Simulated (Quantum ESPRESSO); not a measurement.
PtSe:

```xyz
2
Lattice="3.7019 0.0000 0.0000 -1.8509 3.2059 0.0000 0.0000 0.0000 3.6128" Properties=species:S:1:pos:R:3 pbc="T T T"
Pt    0.0000    0.0000    0.0000
Se    1.8509    1.0686    1.8064
```

The cell comes from a database or a generator and needn't be the stable form of this composition.

- Program: Quantum ESPRESSO 7.5
- Task: phonons
- Functional: PBEsol
- Potentials or basis: PseudoDojo 0.4.1 SR PBEsol standard
- Cutoff: 1170 eV
- Density cutoff: 4680 eV
- k mesh: 4 × 4 × 4, shifted
- Occupations: fermi-dirac, width 0.05 eV
- Spin: no spin polarisation
- Mixing beta: 0.5
- Most SCF iterations: 120
- SCF threshold: 4e-10 Ry

The cell and the atoms were relaxed first, to 18.09 Å³/atom (a = 3.530 Å, b = 3.530 Å, c = 3.354 Å, α = 90.00°, β = 90.00°, γ = 120.00°), and the response was taken there.

```xyz
2
Lattice="3.5297 0.0000 0.0000 -1.7649 3.0568 0.0000 0.0000 0.0000 3.3538" Properties=species:S:1:pos:R:3 pbc="T T T"
Pt    0.0000    0.0000    0.0000
Se    1.7649    1.0189    1.6769
```

Q: Where do the zone-centre optical modes lie?

A: E' at 59i cm⁻¹ (IR and Raman); A''2 at 109 cm⁻¹ (IR). Imaginary frequencies mark an instability of this cell.

Optical modes at Γ, degenerate ones joined:
| cm⁻¹ | components | symmetry | active in |
| --- | --- | --- | --- |
| 59i | 2 | E' | IR and Raman |
| 109 | 1 | A''2 | IR |

Caveat: the k mesh is coarse (spacing up to 0.49 Å⁻¹), so the values aren't converged; the mesh is thin for the phonons of a metal; some modes are imaginary; the volume moved by over 15 % at a fixed basis, so the end points are rough.
